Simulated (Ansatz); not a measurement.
**C2H7AlSe: basis-set convergence**

Aim: see how fast density functionals converge with the basis set for C2H7AlSe.

The runs use Ansatz 0.2.0, Gaussian basis; one geometry, several basis sets.

Levels to be run: PBE0-D4/def2-SVP; ωB97M-V/def2-SVP; PBE0-D4/def2-QZVPP; ωB97M-V/def2-QZVPP; the functionals' def2-TZVPP values are taken from earlier runs.

## Step 1: Structure used throughout

The geometry comes from an earlier relaxation with PBE0-D4 in a triple-zeta def2 set; it is a stationary point, not always the lowest conformer.

SMILES `[CH3][AlH][Se]C`, 11 atoms, charge 0, spin multiplicity 1.

Atoms are counted from 1 here; the program's logs count them from 0.

Bond lengths: C1–Al2 1.950 Å, C1–H5 1.096 Å, C1–H6 1.093 Å, C1–H7 1.093 Å, Al2–Se3 2.311 Å, Al2–H8 1.585 Å, Se3–C4 1.964 Å, C4–H9 1.087 Å, C4–H10 1.088 Å, C4–H11 1.087 Å. Angles: Al2–C1–H5 110.2°, Al2–C1–H6 112.7°, Al2–C1–H7 111.2°, H5–C1–H6 107.2°, H5–C1–H7 107.0°, H6–C1–H7 108.3°, C1–Al2–Se3 120.9°, C1–Al2–H8 124.2°, Se3–Al2–H8 115.0°, Al2–Se3–C4 100.3°, Se3–C4–H9 110.7°, Se3–C4–H10 106.6°, Se3–C4–H11 110.1°, H9–C4–H10 109.4°, H9–C4–H11 110.4°, H10–C4–H11 109.5°.

## Step 2: PBE0-D4 in def2-SVP

Input file in.yaml:

```yaml
crystal:
  periodic: [false, false, false]
  atoms:
    - {symbol: C, position_ang: [-1.556025, 0.644428, 0.433020]}
    - {symbol: Al, position_ang: [-0.210183, -0.268833, 1.509112]}
    - {symbol: Se, position_ang: [1.776346, -0.982312, 0.567226]}
    - {symbol: C, position_ang: [1.498372, -0.428355, -1.296747]}
    - {symbol: H, position_ang: [-1.382348, 1.726159, 0.447866]}
    - {symbol: H, position_ang: [-1.544738, 0.329527, -0.613198]}
    - {symbol: H, position_ang: [-2.560747, 0.476779, 0.830629]}
    - {symbol: H, position_ang: [-0.356150, -0.555193, 3.060900]}
    - {symbol: H, position_ang: [1.167772, 0.606136, -1.345579]}
    - {symbol: H, position_ang: [2.460533, -0.524801, -1.795946]}
    - {symbol: H, position_ang: [0.772670, -1.080634, -1.776783]}
basis:
  gaussian: {orbitals: def2-SVP}
hamiltonian: {xc: pbe0, dispersion: d4}
output: {orbitals: {seedname: orbitals}}
```

The runs that follow: ωB97M-V in def2-SVP; PBE0-D4 in def2-QZVPP; ωB97M-V in def2-QZVPP.

Q: Predict the results of all the runs planned. Wanted: PBE0-D4: double and triple zeta above quadruple; ωB97M-V: double and triple zeta above quadruple.

As calculated:

| quantity | value |
| --- | --- |
| PBE0-D4: double and triple zeta above quadruple | 14.48, 1.71 eV |
| ωB97M-V: double and triple zeta above quadruple | 14.58, 1.66 eV |

PBE0-D4 gains 12.77 eV from double to triple zeta, then 1.71 eV more. These are total energies; as a rule much of such shifts cancels in differences, which this series doesn't test.
